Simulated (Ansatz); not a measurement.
**C₂H₂OSe: one species, many methods**

One table from this session's results is given with a row withheld; the runs are named, their logs left out.

Computed with Ansatz 0.2.0, Gaussian basis. Level: functionals in def2-TZVPP, the program's frozen cores in correlated methods.

Levels to be run: LDA (SPW92), PBE-D4, revPBE-D4, BLYP-D4, r2SCAN-D4, B97M-V, PBE0-D4, B3LYP-D4, r2SCANh-D4, r2SCAN0-D4, HSE06-D4, BHLYP-D4, CAM-B3LYP-D4, LC-ωPBE, ωB97X-V, ωB97M-V, B2PLYP, PBE-QIDH; CCSD(T)/def2-SVP; CCSD(T)/def2-TZVPP; MP2/def2-QZVPP; extrapolation to the limit; RPA on PBE.

**Structure used throughout**

All runs share one geometry, relaxed beforehand with PBE0-D4 in a triple-zeta def2 set.

6 atoms, charge 0, spin multiplicity 1.

Atoms are counted from 1 here; the program's logs count them from 0.

Bond lengths: O1–C2 1.299 Å, O1–H5 0.965 Å, C2–C3 1.204 Å, C3–Se4 1.818 Å, Se4–H6 1.474 Å. Angles: C2–O1–H5 110.4°, O1–C2–C3 175.6°, C2–C3–Se4 173.4°, C3–Se4–H6 96.1°.

The first run:

The input, in.yaml:

```yaml
crystal:
  periodic: [false, false, false]
  atoms:
    - {symbol: O, position_ang: [1.908457, -0.721734, 0.407245]}
    - {symbol: C, position_ang: [0.685922, -0.394015, 0.114011]}
    - {symbol: C, position_ang: [-0.471346, -0.117456, -0.071671]}
    - {symbol: Se, position_ang: [-2.224953, 0.133641, -0.480608]}
    - {symbol: H, position_ang: [2.517977, -0.374620, -0.255829]}
    - {symbol: H, position_ang: [-2.373956, 1.410081, 0.240652]}
basis:
  gaussian: {orbitals: def2-TZVPP}
hamiltonian: {xc: lda}
output: {orbitals: {seedname: orbitals}}
```

Command:

```sh
ansatz run in.yaml --threads 2 --pin off --events-out ev --progress --plain --max-ram 4352MiB
```

Among the steps run: LDA; PBE-D4 (GGA); revPBE-D4 (GGA); BLYP-D4 (GGA); r2SCAN-D4 (meta-GGA); B97M-V (meta-GGA); B3LYP-D4 (hybrid); r2SCANh-D4 (hybrid); r2SCAN0-D4 (hybrid); HSE06-D4 (hybrid); BHLYP-D4 (hybrid); CAM-B3LYP-D4 (range-separated); LC-ωPBE (range-separated); ωB97X-V (range-separated); ωB97M-V (range-separated); B2PLYP (double hybrid); PBE-QIDH (double hybrid).

One table of the session follows, with a row left open; its other results are not shown here.

It belongs to the step «Orbital energies across the functionals». 

| functional | HOMO (eV) | gap (eV) |
| --- | --- | --- |
| LDA (SPW92) | -5.46 | 4.40 |
| PBE-D4 | -5.29 | 4.39 |
| revPBE-D4 | -5.24 | 4.40 |
| BLYP-D4 | -5.14 | 4.29 |
| r2SCAN-D4 | -5.51 | 4.88 |
| B97M-V | -5.54 | 4.89 |
| PBE0-D4 | ? | ? |
| B3LYP-D4 | -6.21 | 5.92 |
| r2SCANh-D4 | -5.93 | 5.63 |
| r2SCAN0-D4 | -6.57 | 6.74 |
| HSE06-D4 | -6.03 | 5.65 |
| BHLYP-D4 | -7.42 | 8.27 |
| CAM-B3LYP-D4 | -7.70 | 8.69 |
| LC-ωPBE | -9.03 | 11.29 |
| ωB97X-V | -8.66 | 10.77 |
| ωB97M-V | -8.53 | 10.33 |

Q: Estimate the row for PBE0-D4 from the others.

**Answer.** HOMO (eV): -6.43; gap (eV): 6.42. In the column «HOMO (eV)» it lies between r2SCAN0-D4 (-6.57) and B3LYP-D4 (-6.21).
